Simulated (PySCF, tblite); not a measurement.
# C5H6BCl3: geometry, infrared bands and NMR shifts

What infrared bands and NMR shifts should C5H6BCl3 (`ClB(Cl)[C@@H]1[C@H]2C[C@]1(Cl)C2`) show?

Computed with tblite 0.8.0 and PySCF 2.14.0, with density-fitted response routines of our own, on a single molecule in the gas phase. Atoms count from 0, in the outputs and in this text.

### 1 The starting structure

15 atoms, charge 0, multiplicity 1; geometry from: force field or distance geometry start.

Bonds of the start (Å): Cl0–B1 1.83, B1–Cl2 1.86, B1–C3 1.57, C3–C4 1.47, C4–C5 1.52, C5–C6 1.49, C6–Cl7 1.62, C6–C8 1.52, C6–C3 1.53, C8–C4 1.47, C3–H9 1.11, C4–H10 1.03, C5–H11 1.10, C5–H12 1.09, C8–H13 1.11, C8–H14 1.11.

### 2 Geometry optimisation with GFN2-xTB

What the job is given:

```
{"job": {"kind": "relax", "xc": "GFN2-xTB", "basis": "xTB"}, "charge": 0, "multiplicity": 1}
Cl     0.889100     1.811600    -2.376100
B      1.226500     1.416200    -0.617100
Cl     2.536800     2.388100     0.285400
C      0.834600     0.038700     0.036200
C     -0.141600    -0.815300    -0.660800
C     -0.476700    -1.388800     0.702100
C     -0.384400     0.080200     0.955600
Cl    -0.573500     0.951100     2.306900
C     -1.162600     0.193900    -0.346300
H      1.658600    -0.465200     0.582400
H     -0.030300    -1.382300    -1.509000
H     -1.484900    -1.822500     0.664700
H      0.346100    -2.030700     1.032100
H     -1.024700     1.191000    -0.804900
H     -2.217500    -0.158000    -0.273100
```

The run is started by

```console
$ OMP_NUM_THREADS=1 python probes_run.py task.json out
```

The driver reads the jobs from task.json and runs them one after another.

**Question.** This job is followed by: GFN2-xTB harmonic vibrations, gas phase; GIAO PBE0/pcSseg-1 NMR shielding, non-relativistic, gas phase. Predict these results of the whole session: strongest single infrared mode (GFN2-xTB); zero-point energy (GFN2-xTB); ¹³C shifts against TMS (PBE0/pcSseg-1); ¹H shifts against TMS (PBE0/pcSseg-1); ³⁵Cl shifts against HCl (PBE0/pcSseg-1, means over atoms taken as alike); ¹¹B shifts against BF3·OEt2 (PBE0/pcSseg-1); surface potential, 1st and 99th percentile.

As calculated:

```
                                                                quantity                                   value
                               strongest single infrared mode (GFN2-xTB)                     763 cm⁻¹, 83 km/mol
                                            zero-point energy (GFN2-xTB)                           64.0 kcal/mol
                                  ¹³C shifts against TMS (PBE0/pcSseg-1)        71.0, 60.0, 59.7, 59.3, 27.8 ppm
                                   ¹H shifts against TMS (PBE0/pcSseg-1)  2.73, 2.15, 2.03, 1.93, 1.91, 1.90 ppm
³⁵Cl shifts against HCl (PBE0/pcSseg-1, means over atoms taken as alike)                            300, 194 ppm
                             ¹¹B shifts against BF3·OEt2 (PBE0/pcSseg-1)                                61.6 ppm
                                   surface potential, 1st and 99th percentile                      -0.71 V and 1.12 V
```

Relaxing lowered the energy by 1.241 eV in 72 steps; the close pair that moved most is B1–Cl2, from 1.864 to 1.715 Å. All 39 modes are real, so the xTB geometry is a minimum. The strongest single mode, at 763 cm⁻¹, moves mainly B1. GFN2-xTB is a fitted tight-binding method: band positions and strengths are rough. Its intensities can rank the bands wrongly. At PBE0/pcSseg-1: Shielding is most anisotropic at Cl0, Cl2 (span 569 ppm, paramagnetic term -497 ppm). At PBE0/pcSseg-1, counted by nearest atom on the grid, the HOMO lies on Cl7 57 %; C3, C5, C6 about 8 % each, the LUMO on B1 55 %; Cl0, Cl2 about 13 % each.
